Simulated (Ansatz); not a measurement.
# C₂H₆Ga₃N: a ladder of functionals and wavefunction methods

An exercise on one series of results from a longer session: the logs are not shown, and one member is left open.

Method: functionals in def2-TZVPP, the program's frozen cores in correlated methods; program: Ansatz 0.2.0, Gaussian basis.

Plan: LDA (SPW92), PBE-D4, revPBE-D4, BLYP-D4, r2SCAN-D4, B97M-V, PBE0-D4, B3LYP-D4, r2SCANh-D4, r2SCAN0-D4, HSE06-D4, BHLYP-D4, CAM-B3LYP-D4, LC-ωPBE, ωB97X-V, ωB97M-V, B2PLYP, PBE-QIDH; CCSD(T)/def2-SVP; CCSD(T)/def2-TZVPP; MP2/def2-QZVPP; extrapolation to the limit; RPA on PBE.

## Structure used throughout

The geometry comes from an earlier relaxation with PBE0-D4 in a triple-zeta def2 set; it is a stationary point, not always the lowest conformer.

SMILES `C=[C]1[GaH][NH][Ga]1[GaH2]`, 12 atoms, charge 0, spin multiplicity 1.

Atoms are counted from 1 here; the program's logs count them from 0.

Bond lengths: C1–C2 1.329 Å, C1–H7 1.091 Å, C1–H8 1.091 Å, C2–Ga3 1.976 Å, C2–Ga5 1.992 Å, Ga3–N4 1.855 Å, Ga3–H9 1.560 Å, N4–Ga5 1.863 Å, N4–H10 1.007 Å, Ga5–Ga6 2.456 Å, Ga6–H11 1.577 Å, Ga6–H12 1.577 Å. Angles: C2–C1–H7 122.7°, C2–C1–H8 122.8°, H7–C1–H8 114.5°, C1–C2–Ga3 135.9°, C1–C2–Ga5 135.8°, Ga3–C2–Ga5 88.2°, C2–Ga3–N4 88.3°, C2–Ga3–H9 143.0°, N4–Ga3–H9 128.7°, Ga3–N4–Ga5 95.9°, Ga3–N4–H10 132.2°, Ga5–N4–H10 131.9°, C2–Ga5–N4 87.6°, C2–Ga5–Ga6 142.8°, N4–Ga5–Ga6 129.6°, Ga5–Ga6–H11 121.7°, Ga5–Ga6–H12 121.7°, H11–Ga6–H12 116.6°.

Set-up of the first run:

Input file in.yaml:

```yaml
crystal:
  periodic: [false, false, false]
  atoms:
    - {symbol: C, position_ang: [1.346348, -1.849805, 0.801209]}
    - {symbol: C, position_ang: [0.982457, -0.600375, 0.529267]}
    - {symbol: Ga, position_ang: [1.768081, 1.194259, 0.784079]}
    - {symbol: N, position_ang: [0.254742, 1.908903, -0.015400]}
    - {symbol: Ga, position_ang: [-0.594281, 0.277110, -0.313576]}
    - {symbol: Ga, position_ang: [-2.770128, -0.188363, -1.352992]}
    - {symbol: H, position_ang: [0.723313, -2.711202, 0.557581]}
    - {symbol: H, position_ang: [2.291377, -2.097573, 1.285741]}
    - {symbol: H, position_ang: [3.018652, 1.937745, 1.346121]}
    - {symbol: H, position_ang: [-0.018981, 2.856238, -0.220562]}
    - {symbol: H, position_ang: [-2.908191, -0.452492, -2.901066]}
    - {symbol: H, position_ang: [-4.093399, -0.274455, -0.500401]}
basis:
  gaussian: {orbitals: def2-TZVPP}
hamiltonian: {xc: lda}
output: {orbitals: {seedname: orbitals}}
```

On the command line:

```sh
ansatz run in.yaml --threads 2 --pin off --events-out ev --progress --plain --max-ram 22528MiB --backend cuda --devices 0, --max-vram 18GiB
```

Among the steps run: LDA; PBE-D4 (GGA); revPBE-D4 (GGA); BLYP-D4 (GGA); r2SCAN-D4 (meta-GGA); B97M-V (meta-GGA); PBE0-D4 (hybrid); B3LYP-D4 (hybrid); r2SCANh-D4 (hybrid); r2SCAN0-D4 (hybrid); HSE06-D4 (hybrid); BHLYP-D4 (hybrid); CAM-B3LYP-D4 (range-separated); LC-ωPBE (range-separated); ωB97X-V (range-separated); ωB97M-V (range-separated); B2PLYP (double hybrid); PBE-QIDH (double hybrid).

One table of the session follows, with a row left open; its other results are not shown here.

It belongs to the step «Orbital energies across the functionals». 

| functional | HOMO (eV) | LUMO (eV) | gap (eV) |
| --- | --- | --- | --- |
| LDA (SPW92) | -5.40 | -3.15 | 2.25 |
| PBE-D4 | -5.25 | -2.89 | 2.36 |
| revPBE-D4 | -5.19 | -2.77 | 2.42 |
| BLYP-D4 | -5.11 | -2.81 | 2.30 |
| r2SCAN-D4 | -5.42 | -2.68 | 2.73 |
| B97M-V | -5.46 | -2.87 | 2.59 |
| PBE0-D4 | -6.20 | -2.14 | 4.06 |
| B3LYP-D4 | -6.03 | -2.38 | 3.65 |
| r2SCANh-D4 | -5.77 | -2.42 | 3.35 |
| r2SCAN0-D4 | -6.32 | -2.03 | 4.29 |
| HSE06-D4 | -5.82 | -2.50 | 3.32 |
| BHLYP-D4 | -7.08 | -1.41 | 5.67 |
| CAM-B3LYP-D4 | -7.38 | -1.25 | 6.13 |
| LC-ωPBE | -8.61 | -0.10 | 8.52 |
| ωB97X-V | -8.29 | -0.26 | 8.03 |
| ωB97M-V | ? | ? | ? |

**Question.** Estimate the row for ωB97M-V.

The run gave: HOMO (eV): -8.15; LUMO (eV): -0.47; gap (eV): 7.67. In the column «HOMO (eV)» it lies between ωB97X-V (-8.29) and CAM-B3LYP-D4 (-7.38).
